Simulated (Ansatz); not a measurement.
# EuFe: the cost of one run

Method: DFT PBEsol, scalar-relativistic, plane waves, PAW, in Ansatz 0.2.0.

## (1) The starting structure

It takes space group Pm-3m (No. 221, cubic). Conventional cell: a = 3.397 Å, b = 3.397 Å, c = 3.397 Å, α = 90.00°, β = 90.00°, γ = 90.00°. Eu (site symmetry m-3m) is surrounded by 8 Fe at 2.94 Å. Fe (site symmetry m-3m) has 8 Eu at 2.94 Å as nearest neighbours.

As a file:

```
Eu Fe
1.0
     3.39743    0.00000    0.00000
     0.00000    3.39743    0.00000
     0.00000    0.00000    3.39743
Eu Fe
1 1
Direct
  0.00000 0.00000 0.00000
  0.50000 0.50000 0.50000
```

This cell comes from an earlier session at PBEsol: 19.607 Å³/atom at 0.01 GPa, on a 8×8×8 mesh. The large moments point both ways.

The changes: atom 2 (Fe) moved 0.05 Å along y; strain e6 = -0.02, atoms carried along.

## (2) Atom 2 (Fe) moved 0.05 Å along y

input.yaml reads:

```yaml
crystal:
  lattice:
    - [3.3974306853, 0.0, 0.0]
    - [0.0, 3.3974306853, 0.0]
    - [0.0, 0.0, 3.3974306853]
  atoms:
    - { symbol: Eu, position: [0.0, 0.0, 0.0], spin: 7.34 }
    - { symbol: Fe, position: [0.5, 0.5147170037, 0.5], spin: -2.66 }
basis:
  ecutwfc: 420
  ecutrho_ratio: 4
kpoints:
  mp_grid: { grid: [8, 8, 8] }
hamiltonian:
  xc: pbesol
scf:
  occupations: { method: gaussian, width: 0.05 }
  lower_state_search: "off"
output:
  forces: true
  stress: true
  eigenvalues: true
  populations: true
magnetization:
  spin_polarized: true
checkpoint:
  read: start.run
  write: ck
  compress: false
  write_wavefunctions: false
  write_every: 100000
```

start.run holds the converged state of the cell before the atoms were moved.

**Question.** How long does this run take on 4 threads of an Arm CPU, shared host, and how much memory does it need?

About 8.9 s, with a peak of 0.48 GiB.
